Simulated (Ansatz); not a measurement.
# Si10H5Cl: the cost of one run

Program: Ansatz 0.2.0. Level of theory: DFT PBE, plane waves, PAW, scalar-relativistic, no spin polarisation. These are calculated values, not measurements.

## Step 1: The structure to begin with

The cell holds 32 atoms (Cl2H10Si20): a = 7.679 Å, b = 7.679 Å, c = 18.254 Å, α = 90.00°, β = 90.00°, γ = 90.00°.

Its coordinates follow in the input file.

## Step 2: End point A

File input.yaml:

```yaml
crystal:
  lattice:
    - [7.67918, 0.0, 0.0]
    - [0.0, 7.67918, 0.0]
    - [0.0, 0.0, 18.254362]
  atoms:
    - { symbol: H, position: [0.409392, 0.0, 0.0547814] }
    - { symbol: H, position: [0.090608, 0.0, 0.0547814] }
    - { symbol: H, position: [0.909392, 0.0, 0.0547814] }
    - { symbol: H, position: [0.590608, 0.0, 0.0547814] }
    - { symbol: H, position: [0.409392, 0.5, 0.0547814] }
    - { symbol: H, position: [0.090608, 0.5, 0.0547814] }
    - { symbol: H, position: [0.909392, 0.5, 0.0547814] }
    - { symbol: H, position: [0.590608, 0.5, 0.0547814] }
    - { symbol: Si, position: [0.25, 0.0, 0.1021948] }
    - { symbol: Si, position: [0.75, 0.0, 0.1021948] }
    - { symbol: Si, position: [0.25, 0.5, 0.1021948] }
    - { symbol: Si, position: [0.75, 0.5, 0.1021948] }
    - { symbol: Si, position: [0.25, 0.25, 0.1765605] }
    - { symbol: Si, position: [0.75, 0.25, 0.1765605] }
    - { symbol: Si, position: [0.25, 0.75, 0.1765605] }
    - { symbol: Si, position: [0.75, 0.75, 0.1765605] }
    - { symbol: Si, position: [0.0, 0.25, 0.2509263] }
    - { symbol: Si, position: [0.5, 0.25, 0.2509263] }
    - { symbol: Si, position: [0.0, 0.75, 0.2509263] }
    - { symbol: Si, position: [0.5, 0.75, 0.2509263] }
    - { symbol: Si, position: [0.0, 0.0, 0.3252921] }
    - { symbol: Si, position: [0.5, 0.0, 0.3252921] }
    - { symbol: Si, position: [0.0, 0.5, 0.3252921] }
    - { symbol: Si, position: [0.5, 0.5, 0.3252921] }
    - { symbol: Si, position: [0.25, 0.0969069, 0.3974666] }
    - { symbol: Si, position: [0.75, 0.0969069, 0.3974666] }
    - { symbol: Si, position: [0.25, 0.4030931, 0.3777453] }
    - { symbol: Si, position: [0.75, 0.4030931, 0.3777453] }
    - { symbol: H, position: [0.25, 0.4689802, 0.4521857] }
    - { symbol: H, position: [0.75, 0.4689802, 0.4521857] }
    - { symbol: Cl, position: [0.5105655, 0.7708821, 0.477933] }
    - { symbol: Cl, position: [0.7658834, 0.7194611, 0.4806721] }
basis:
  ecutwfc: 420.0
kpoints:
  mp_grid: { grid: [2, 2, 1] }
hamiltonian:
  xc: pbe
  pseudopotentials: { kind: paw, azcp: { folder: soft_1 } }
scf:
  occupations: { method: fermi_dirac, width: 0.02 }
  lower_state_search: "off"
relax:
  f_tol: 0.03
  max_steps: 60
  adjacent_minimum: "off"
  constraints: [{ sites: [0, 1, 2, 3, 4, 5, 6, 7, 8, 9, 10, 11] }]
output:
  write_density: true
  write_potential: true
  elf: true
  volumetric_format: npy
```

Started as:

```
$ ansatz run input.yaml --threads 2 --pin off --max-ram 5120MiB --backend cpu --events-out ev --progress --plain --runs-dir out
```

What time and memory should one allow on 2 threads of Arm Neoverse V1, shared host?

About 3.9 min, with a peak of 1.5 GiB.
